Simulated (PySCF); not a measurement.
# From one method to the next for IrF2⁺ (quintet)

What do other methods print for IrF2⁺ (quintet)?

The runs use PySCF 2.14.0; each script names its method and basis.

2 further runs of the same task are left out: 2 that didn't finish.

## (1) Where the work starts

IrF2⁺ (quintet): 3 atoms, charge 1, spin multiplicity 5.

Bond lengths: Ir1–F2 1.806 Å, Ir1–F3 1.806 Å. Angles: F2–Ir1–F3 180.0°.

Geometry (Å):

```
Ir    0.0000    0.0000    0.0000
F     1.8063    0.0000    0.0000
F    -1.8063    0.0000    0.0000
```

## (2) The base run

File input.py:

```python
from pyscf import gto, scf

mol = gto.M(
    atom='Ir 0 0 0; F 1.8063 0 0; F -1.8063 0 0',
    basis='sbkjc',
    ecp={'Ir': 'sbkjc', 'F': 'sbkjc'},
    charge=1,
    spin=4,
    verbose=4,
)
mf = scf.UHF(mol)
mf.kernel()
mf.mulliken_pop()
mf.dip_moment()
print('orbital energies (hartree):', [e[max(0, n-3):n+3].round(4) for e, n in zip(mf.mo_energy, mol.nelec)])
```

On the command line:

```sh
$ OMP_NUM_THREADS=1 python input.py
```

## (3) MP2

Run 1 changes step after the SCF: analyze → mp2.

Changes to input.py since step 2:

```diff
@@ -1,2 +1,2 @@
-from pyscf import gto, scf
+from pyscf import gto, scf, mp
 
@@ -12,3 +12,3 @@
 mf.kernel()
-mf.mulliken_pop()
+mp.MP2(mf).kernel()
 mf.dip_moment()
```

## (4) Stability test

Run 2 changes step after the SCF: analyze → stability.

Changes to input.py since step 2:

```diff
@@ -12,3 +12,3 @@
 mf.kernel()
-mf.mulliken_pop()
+mf.stability(internal=True, external=True)
 mf.dip_moment()
```

**Question.** What will these runs give? Wanted: for each run, E(SCF); from base; gap, α spin; after the SCF.

**Answer**, as computed:

```csv
run,E(SCF) (hartree),from base (eV),cycles,"gap, α spin (eV)",after the SCF
base,-151.307307,0,13,17.41,n/a
MP2,-151.307307,0.0000,13,17.41,MP2 correlation -9.240 eV
stability test,-151.307307,0.0000,13,17.41,unstable: real -> complex
```

What this shows: Total energies from different bases, Hamiltonians or methods carry different errors, so properties are taken as differences within one set-up.
